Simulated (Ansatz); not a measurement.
**C₃H₆Si: a ladder of functionals and wavefunction methods**

The task here is to estimate one member of a computed series from the others.

Computed with Ansatz 0.2.0, Gaussian basis. Level: functionals in def2-TZVPP, the program's frozen cores in correlated methods.

The runs, in order: LDA (SPW92), PBE-D4, revPBE-D4, BLYP-D4, r2SCAN-D4, B97M-V, PBE0-D4, B3LYP-D4, r2SCANh-D4, r2SCAN0-D4, HSE06-D4, BHLYP-D4, CAM-B3LYP-D4, LC-ωPBE, ωB97X-V, ωB97M-V, B2PLYP, PBE-QIDH; CCSD(T)/def2-SVP; CCSD(T)/def2-TZVPP; MP2/def2-QZVPP; extrapolation to the limit; RPA on PBE.

### Structure used throughout

The geometry comes from an earlier relaxation with PBE0-D4 in a triple-zeta def2 set; it is a stationary point, not always the lowest conformer.

SMILES `C=C1C[SiH2]1`, 10 atoms, charge 0, spin multiplicity 1.

Atoms are counted from 1 here; the program's logs count them from 0.

Bond lengths: C1–C2 1.320 Å, C1–H5 1.088 Å, C1–H6 1.085 Å, C2–C3 1.508 Å, C2–Si4 1.817 Å, C3–Si4 1.868 Å, C3–H7 1.089 Å, C3–H8 1.089 Å, Si4–H9 1.479 Å, Si4–H10 1.479 Å. Angles: C2–C1–H5 121.7°, C2–C1–H6 121.5°, H5–C1–H6 116.8°, C1–C2–C3 136.8°, C1–C2–Si4 155.6°, C3–C2–Si4 67.6°, C2–C3–Si4 64.1°, C2–C3–H7 116.7°, C2–C3–H8 116.7°, Si4–C3–H7 119.3°, Si4–C3–H8 119.3°, H7–C3–H8 112.5°, C2–Si4–C3 48.3°, C2–Si4–H9 120.2°, C2–Si4–H10 120.2°, C3–Si4–H9 119.4°, C3–Si4–H10 119.4°, H9–Si4–H10 114.0°.

Set-up of the first run:

Input file in.yaml:

```yaml
crystal:
  periodic: [false, false, false]
  atoms:
    - {symbol: C, position_ang: [-1.602793, 0.350699, -0.643035]}
    - {symbol: C, position_ang: [-0.415016, 0.123422, -0.114244]}
    - {symbol: C, position_ang: [0.806294, -0.689383, -0.463347]}
    - {symbol: Si, position_ang: [0.905491, 0.293457, 1.122324]}
    - {symbol: H, position_ang: [-1.909914, -0.110739, -1.579724]}
    - {symbol: H, position_ang: [-2.320689, 1.007091, -0.161782]}
    - {symbol: H, position_ang: [1.379656, -0.363358, -1.329706]}
    - {symbol: H, position_ang: [0.704595, -1.772359, -0.413619]}
    - {symbol: H, position_ang: [0.804779, -0.410659, 2.419609]}
    - {symbol: H, position_ang: [1.730697, 1.520630, 1.166525]}
basis:
  gaussian: {orbitals: def2-TZVPP}
hamiltonian: {xc: lda}
output: {orbitals: {seedname: orbitals}}
```

Run with:

```bash
$ ansatz run in.yaml --threads 2 --pin off --events-out ev --progress --plain --max-ram 4352MiB
```

Steps of the session up to this table: LDA; PBE-D4 (GGA); revPBE-D4 (GGA); BLYP-D4 (GGA); r2SCAN-D4 (meta-GGA); B97M-V (meta-GGA); PBE0-D4 (hybrid); B3LYP-D4 (hybrid); r2SCANh-D4 (hybrid); r2SCAN0-D4 (hybrid); HSE06-D4 (hybrid); BHLYP-D4 (hybrid); CAM-B3LYP-D4 (range-separated); LC-ωPBE (range-separated); ωB97X-V (range-separated); ωB97M-V (range-separated); B2PLYP (double hybrid); PBE-QIDH (double hybrid).

One of the session's tables, all rows but one given; the rest of the session is left out.

It belongs to the step «Orbital energies across the functionals». 

| functional | HOMO (eV) | gap (eV) |
| --- | --- | --- |
| LDA (SPW92) | -6.25 | 4.50 |
| PBE-D4 | -6.13 | 4.57 |
| revPBE-D4 | -6.08 | 4.59 |
| BLYP-D4 | -6.00 | 4.61 |
| r2SCAN-D4 | -6.34 | 5.00 |
| B97M-V | -6.41 | 5.07 |
| PBE0-D4 | -7.28 | 6.71 |
| B3LYP-D4 | -7.08 | 6.32 |
| r2SCANh-D4 | -6.77 | 5.78 |
| r2SCAN0-D4 | -7.43 | 6.97 |
| HSE06-D4 | -6.89 | 5.92 |
| BHLYP-D4 | -8.35 | 8.91 |
| CAM-B3LYP-D4 | -8.62 | 9.23 |
| LC-ωPBE | -9.94 | 11.66 |
| ωB97X-V | ? | ? |
| ωB97M-V | -9.46 | 10.97 |

Estimate the missing values for ωB97X-V.

**Answer.** HOMO (eV): -9.60; gap (eV): 11.25. In the column «HOMO (eV)» it lies between LC-ωPBE (-9.94) and ωB97M-V (-9.46).
